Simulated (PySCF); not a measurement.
# [Ce(NH3)4]3+: forces at shaken geometries

Aim: move all atoms of relaxed [Ce(NH3)4]3+ at random and read energies and forces. The structure is generated, not taken from experiment.

Method: PBE, Ce lcecp-1-SVP with ECP47, N def2-SVP, H def2-SVP; scalar-relativistic core potentials, no spin–orbit coupling; program: PySCF 2.14.0.

2 further runs of the same task are left out: 1 for a known fault of the program, 1 that didn't finish.

## (1) The starting structure

17 atoms, charge 3, spin multiplicity 1.

Bond lengths: Ce1–N2 2.577 Å, Ce1–N6 2.577 Å, Ce1–N10 2.579 Å, Ce1–N14 2.579 Å, N2–H3 1.043 Å, N2–H4 1.043 Å, N2–H5 1.043 Å, N6–H7 1.043 Å, N6–H8 1.043 Å, N6–H9 1.043 Å, N10–H11 1.043 Å, N10–H12 1.043 Å, N10–H13 1.043 Å, N14–H15 1.043 Å, N14–H16 1.043 Å, N14–H17 1.043 Å. Angles: N2–Ce1–N6 109.6°, N2–Ce1–N10 109.5°, N2–Ce1–N14 109.5°, N6–Ce1–N10 109.5°, N6–Ce1–N14 109.5°, N10–Ce1–N14 109.4°, Ce1–N2–H3 115.7°, Ce1–N2–H4 115.6°, Ce1–N2–H5 115.6°, H3–N2–H4 102.7°, H3–N2–H5 102.7°, H4–N2–H5 102.7°, Ce1–N6–H7 115.7°, Ce1–N6–H8 115.6°, Ce1–N6–H9 115.6°, H7–N6–H8 102.7°, H7–N6–H9 102.7°, H8–N6–H9 102.7° and more.

Geometry (Å):

```xyz
17
CeH12N4
Ce    0.0000    0.0000    0.0028
N     1.4892    1.4892    1.4882
H     1.3670    1.3670    2.5164
H     2.5168    1.3650    1.3631
H     1.3650    2.5168    1.3631
N    -1.4892   -1.4892    1.4882
H    -1.3670   -1.3670    2.5164
H    -2.5168   -1.3650    1.3631
H    -1.3650   -2.5168    1.3631
N     1.4884   -1.4884   -1.4878
H     2.1325   -2.1325   -0.9806
H     0.9798   -2.1314   -2.1318
H     2.1314   -0.9798   -2.1318
N    -1.4884    1.4884   -1.4878
H    -2.1325    2.1325   -0.9806
H    -0.9798    2.1314   -2.1318
H    -2.1314    0.9798   -2.1318
```

Formal oxidation states: Ce +3. Each metal's 1 4f electrons lie in its core potential, so multiplicities, spins and levels count the valence alone. An earlier session relaxed this geometry at PBE, Ce lcecp-1-SVP with ECP47, N def2-SVP, H def2-SVP (singlet, point group D2d). Its vibrations showed it to be a saddle point, relaxed within its symmetry.

Its energy there is -257.138525 Eh.

## (2) Atoms moved at random, σ = 0.15 Å

The input, run.py (the lines that set the calculation):

```python
mol = gto.M(atom='''
Ce     0.00749    -0.19305    -0.25176
N      1.55118     1.68430     1.50390
H      1.20615     1.41090     2.50203
H      2.44503     1.48804     1.39058
H      1.42218     2.47079     1.43828
N     -1.39614    -1.58512     1.27773
H     -1.63104    -1.28638     2.57366
H     -2.34575    -1.32755     1.22171
H     -1.31584    -2.87545     1.13908
N      1.48328    -1.27977    -1.45768
H      1.97261    -2.17695    -1.06380
H      1.06363    -2.02359    -2.05669
H      1.80795    -0.94234    -2.12779
N     -1.66543     1.53881    -1.42338
H     -1.94121     1.91220    -0.78122
H     -0.98636     2.19577    -1.65185
H     -1.67770     0.98938    -2.23280''',
    basis={'Ce': 'lcecp-1-SVP', 'N': 'def2-SVP', 'H': 'def2-SVP'},
    ecp={'Ce': 'lcecp-1-SVP'},
    charge=3, spin=0)
mf = dft.RKS(mol, xc='PBE')
mf.grids.atom_grid = (50, 194)  # f atoms: unpruned, at least (60, 302)
mf = mf.density_fit()  # fitting sets: Ce AutoAux, N def2-universal-JKFIT, H def2-universal-JKFIT
mf.conv_tol = 1e-08; mf.max_cycle = 55
mf.kernel(dm0)  # dm0: the density of the relaxed state
```

Command:

```sh
$ OMP_NUM_THREADS=4 python run.py
```

Log:

```text
init E= -256.485222149081
  HOMO = -0.783439397441335  LUMO = -0.678217181368541  gap/eV = 2.86324
cycle= 1 E= -256.612391017797  delta_E= -0.127  |g|= 0.601  |ddm|= 1.36
  HOMO = -0.664224485000677  LUMO = -0.55826378635551  gap/eV = 2.88334
cycle= 2 E= -256.258058936501  delta_E= 0.354  |g|= 1.32  |ddm|= 1.65
  HOMO = -0.727816768015999  LUMO = -0.563746085759465  gap/eV = 4.46459
cycle= 3 E= -256.696784040289  delta_E= -0.439  |g|= 0.152  |ddm|=  1.2
  HOMO = -0.722235446224079  LUMO = -0.579758512412692  gap/eV = 3.87699
cycle= 4 E= -256.70199460776  delta_E= -0.00521  |g|= 0.0696  |ddm|= 0.213
  HOMO = -0.730470434113153  LUMO = -0.580339310053662  gap/eV = 4.08528
cycle= 5 E= -256.70298153773  delta_E= -0.000987  |g|= 0.0212  |ddm|= 0.0764
  HOMO = -0.727011553115382  LUMO = -0.579022262736603  gap/eV = 4.02699
cycle= 6 E= -256.70308511954  delta_E= -0.000104  |g|= 0.00471  |ddm|= 0.0239
  HOMO = -0.727629368603367  LUMO = -0.579193980308617  gap/eV = 4.03913
cycle= 7 E= -256.703089973345  delta_E= -4.85e-06  |g|= 0.00159  |ddm|= 0.00502
  HOMO = -0.72763220394452  LUMO = -0.579286194615212  gap/eV = 4.03670
cycle= 8 E= -256.703090520215  delta_E= -5.47e-07  |g|= 0.000348  |ddm|= 0.00173
  HOMO = -0.727652876892659  LUMO = -0.579245234960406  gap/eV = 4.03838
cycle= 9 E= -256.703090551364  delta_E= -3.11e-08  |g|= 0.000145  |ddm|= 0.000616
  HOMO = -0.727641935849807  LUMO = -0.57925433240746  gap/eV = 4.03783
cycle= 10 E= -256.703090556948  delta_E= -5.58e-09  |g|= 3.51e-05  |ddm|= 0.000187
  HOMO = -0.727643955200463  LUMO = -0.579255430527161  gap/eV = 4.03786
Extra cycle  E= -256.703090556307  delta_E= 6.41e-10  |g|= 6.35e-05  |ddm|= 9.04e-05
converged SCF energy = -256.703090556307
```

It took 7.3 s on 4 threads of Arm Neoverse V2, shared host.

Result: E = -256.703091 Eh (+11.849 eV from the relaxed state), HOMO -19.80 eV, LUMO -15.76 eV, Mulliken charge on Ce1 +1.40 e, largest force component 21.035 eV/Å. 

```
atom       Fx       Fy  Fz (eV/Å)
 Ce1   -2.253    3.023      3.535
  N2   -4.400  -20.871      3.482
  H3    1.121    0.519     -1.649
  H4    6.324   -1.344     -0.329
  H5   -3.467   21.035     -1.970
  N6    1.678   -3.086      4.057
  H7    1.804   -1.584     -3.786
  H8   -2.981   -0.025     -1.379
  H9   -0.664    4.573      1.047
 N10   -5.972  -12.503     12.437
 H11    1.179    2.129      0.036
 H12   -1.806   -0.318     -0.602
 H13    9.466    8.305    -14.516
 N14   11.081  -10.820    -14.705
 H15  -10.847    9.438     17.600
 H16    2.352    2.485     -1.458
 H17   -2.615   -0.956     -1.802
```

## (3) Atoms moved at random, σ = 0.03 Å

The input, run.py (the lines that set the calculation):

```python
mol = gto.M(atom='''
Ce    -0.06170     0.05777     0.00393
N      1.51249     1.46035     1.50968
H      1.35244     1.34673     2.53293
H      2.53875     1.39490     1.29344
H      1.31348     2.52722     1.35454
N     -1.47604    -1.48231     1.48570
H     -1.34483    -1.41561     2.52411
H     -2.49121    -1.32925     1.31358
H     -1.35811    -2.50901     1.35710
N      1.48472    -1.44224    -1.41721
H      2.11336    -2.18948    -1.00655
H      0.98339    -2.13944    -2.12497
H      2.14732    -0.92994    -2.07452
N     -1.49221     1.51245    -1.48887
H     -2.14508     2.05431    -1.01515
H     -0.97562     2.11964    -2.12268
H     -2.10116     0.96391    -2.12507''',
    basis={'Ce': 'lcecp-1-SVP', 'N': 'def2-SVP', 'H': 'def2-SVP'},
    ecp={'Ce': 'lcecp-1-SVP'},
    charge=3, spin=0)
mf = dft.RKS(mol, xc='PBE')
mf.grids.atom_grid = (50, 194)  # f atoms: unpruned, at least (60, 302)
mf = mf.density_fit()  # fitting sets: Ce AutoAux, N def2-universal-JKFIT, H def2-universal-JKFIT
mf.conv_tol = 1e-08; mf.max_cycle = 55
mf.kernel(dm0)  # dm0: the density of the relaxed state
```

Command:

```sh
$ OMP_NUM_THREADS=4 python run.py
```

Log:

```text
init E= -257.063420452222
  HOMO = -0.782567906171759  LUMO = -0.578705850556439  gap/eV = 5.54737
cycle= 1 E= -257.119313089202  delta_E= -0.0559  |g|= 0.12  |ddm|= 0.272
  HOMO = -0.760003861992716  LUMO = -0.564725681234672  gap/eV = 5.31379
cycle= 2 E= -257.109551970597  delta_E= 0.00976  |g|= 0.244  |ddm|= 0.33
  HOMO = -0.773707264841568  LUMO = -0.564990100820892  gap/eV = 5.67948
cycle= 3 E= -257.123321818844  delta_E= -0.0138  |g|= 0.0128  |ddm|= 0.193
  HOMO = -0.774549365846254  LUMO = -0.566119621371133  gap/eV = 5.67166
cycle= 4 E= -257.123363692827  delta_E= -4.19e-05  |g|= 0.00788  |ddm|= 0.0225
  HOMO = -0.774830203973844  LUMO = -0.565992974864318  gap/eV = 5.68275
cycle= 5 E= -257.12337753227  delta_E= -1.38e-05  |g|= 0.00148  |ddm|= 0.00718
  HOMO = -0.774857047454135  LUMO = -0.565944721113201  gap/eV = 5.68479
cycle= 6 E= -257.1233780271  delta_E= -4.95e-07  |g|= 0.0002  |ddm|= 0.00145
  HOMO = -0.774863208683882  LUMO = -0.565967633184555  gap/eV = 5.68434
cycle= 7 E= -257.123378037504  delta_E= -1.04e-08  |g|= 6.09e-05  |ddm|= 0.000282
  HOMO = -0.774867422985648  LUMO = -0.565964784677195  gap/eV = 5.68453
cycle= 8 E= -257.123378038195  delta_E= -6.91e-10  |g|= 3.55e-05  |ddm|= 8.48e-05
  HOMO = -0.774860038088572  LUMO = -0.565964814252882  gap/eV = 5.68433
Extra cycle  E= -257.123378037394  delta_E= 8.01e-10  |g|= 6.94e-05  |ddm|= 8.09e-05
converged SCF energy = -257.123378037394
```

Run time: 6.7 s. Hardware: 4 threads of Arm Neoverse V2, shared host.

Result: E = -257.123378 Eh (+0.412 eV from the relaxed state), HOMO -21.09 eV, LUMO -15.40 eV, Mulliken charge on Ce1 +1.55 e, largest force component 2.648 eV/Å. 

```
atom      Fx      Fy  Fz (eV/Å)
 Ce1   0.611  -0.386      0.315
  N2  -0.669   1.816     -0.924
  H3   0.492  -0.039     -0.026
  H4  -0.331  -0.089      0.528
  H5   0.409  -1.632      0.361
  N6   0.199  -0.081      0.166
  H7  -0.231   0.236     -0.219
  H8  -0.074  -0.108      0.297
  H9  -0.028  -0.062     -0.228
 N10  -0.165  -1.815     -1.874
 H11  -0.120   0.724      0.251
 H12   0.623   1.573      1.109
 H13  -0.448  -0.372      0.501
 N14   1.550  -2.648     -1.054
 H15  -2.069   2.234      1.555
 H16   0.291   0.779     -0.499
 H17  -0.040  -0.130     -0.259
```

## (4) Atoms moved at random, σ = 0.03 Å

The input, run.py (the lines that set the calculation):

```python
mol = gto.M(atom='''
Ce     0.03082    -0.02983    -0.01081
N      1.50776     1.50439     1.48591
H      1.43415     1.32490     2.48327
H      2.53836     1.36616     1.34300
H      1.30336     2.48868     1.32502
N     -1.49973    -1.47451     1.50244
H     -1.37765    -1.38108     2.49394
H     -2.54930    -1.39388     1.41676
H     -1.37172    -2.52100     1.35820
N      1.45633    -1.49934    -1.52718
H      2.11857    -2.15385    -0.95625
H      0.97374    -2.15133    -2.13354
H      2.17568    -0.91591    -2.08683
N     -1.46705     1.53559    -1.48373
H     -2.13956     2.14849    -0.99619
H     -0.98714     2.14926    -2.13452
H     -2.14661     1.00327    -2.07949''',
    basis={'Ce': 'lcecp-1-SVP', 'N': 'def2-SVP', 'H': 'def2-SVP'},
    ecp={'Ce': 'lcecp-1-SVP'},
    charge=3, spin=0)
mf = dft.RKS(mol, xc='PBE')
mf.grids.atom_grid = (50, 194)  # f atoms: unpruned, at least (60, 302)
mf = mf.density_fit()  # fitting sets: Ce AutoAux, N def2-universal-JKFIT, H def2-universal-JKFIT
mf.conv_tol = 1e-08; mf.max_cycle = 55
mf.kernel(dm0)  # dm0: the density of the relaxed state
```

Command:

```sh
$ OMP_NUM_THREADS=4 python run.py
```

Log:

```text
init E= -257.117796025604
  HOMO = -0.774902230758701  LUMO = -0.57211551012417  gap/eV = 5.51811
cycle= 1 E= -257.126673529275  delta_E= -0.00888  |g|= 0.0626  |ddm|= 0.207
  HOMO = -0.769854713073254  LUMO = -0.56766468185828  gap/eV = 5.50187
cycle= 2 E= -257.124928470479  delta_E= 0.00175  |g|= 0.109  |ddm|= 0.15
  HOMO = -0.777207330358124  LUMO = -0.568025682210731  gap/eV = 5.69212
cycle= 3 E= -257.127674457213  delta_E= -0.00275  |g|= 0.0131  |ddm|= 0.0937
  HOMO = -0.777296070590744  LUMO = -0.56844659345448  gap/eV = 5.68308
cycle= 4 E= -257.127713514527  delta_E= -3.91e-05  |g|= 0.00149  |ddm|= 0.0117
  HOMO = -0.77740525561034  LUMO = -0.568405027463968  gap/eV = 5.68719
cycle= 5 E= -257.127713805574  delta_E= -2.91e-07  |g|= 0.00102  |ddm|= 0.00194
  HOMO = -0.777300462867076  LUMO = -0.568416861665927  gap/eV = 5.68401
cycle= 6 E= -257.127714039301  delta_E= -2.34e-07  |g|= 0.000136  |ddm|= 0.000919
  HOMO = -0.777310114926806  LUMO = -0.568416801095342  gap/eV = 5.68428
cycle= 7 E= -257.127714043698  delta_E= -4.4e-09  |g|= 1.83e-05  |ddm|= 0.000141
  HOMO = -0.777313686454678  LUMO = -0.568417098103196  gap/eV = 5.68437
Extra cycle  E= -257.127714043709  delta_E= -1.15e-11  |g|= 1.73e-05  |ddm|= 4.55e-05
converged SCF energy = -257.127714043709
```

It took 6.1 s on 4 threads of Arm Neoverse V2, shared host.

Result: E = -257.127714 Eh (+0.294 eV from the relaxed state), HOMO -21.15 eV, LUMO -15.47 eV, Mulliken charge on Ce1 +1.56 e, largest force component 2.539 eV/Å. 

```
atom      Fx      Fy  Fz (eV/Å)
 Ce1  -0.358   0.291      0.125
  N2   0.482  -1.496     -1.124
  H3  -0.329   0.140      1.074
  H4  -0.281   0.391     -0.159
  H5   0.109   0.927      0.147
  N6  -0.667  -1.067     -1.739
  H7   0.337   0.228      1.694
  H8   0.470   0.127     -0.126
  H9  -0.035   0.719      0.100
 N10   2.539   0.628      1.666
 H11  -0.952   0.875     -0.879
 H12  -0.325  -0.548     -1.111
 H13  -1.093  -1.048      0.245
 N14  -0.720  -1.318      0.541
 H15   0.005   0.447      0.365
 H16   0.448   0.672     -0.711
 H17   0.369   0.033     -0.108
```

## (5) The displacements side by side

| σ (Å) | energy rise (eV) | harmonic estimate −½ F·u (eV) | largest force component (eV/Å) |
| --- | --- | --- | --- |
| 0.15 | 11.849 | 11.255 | 21.04 |
| 0.03 | 0.412 | 0.412 | 2.65 |
| 0.03 | 0.294 | 0.294 | 2.54 |

Every displacement raises the energy. For a harmonic well the rise equals −½ F·u; the two differ by at most 5 % here (a move with σ = 0.15 Å), from anharmonicity, the grid and the small forces left at the relaxed point. These are double-zeta-type bases without diffuse functions. Spin–orbit coupling is left out.
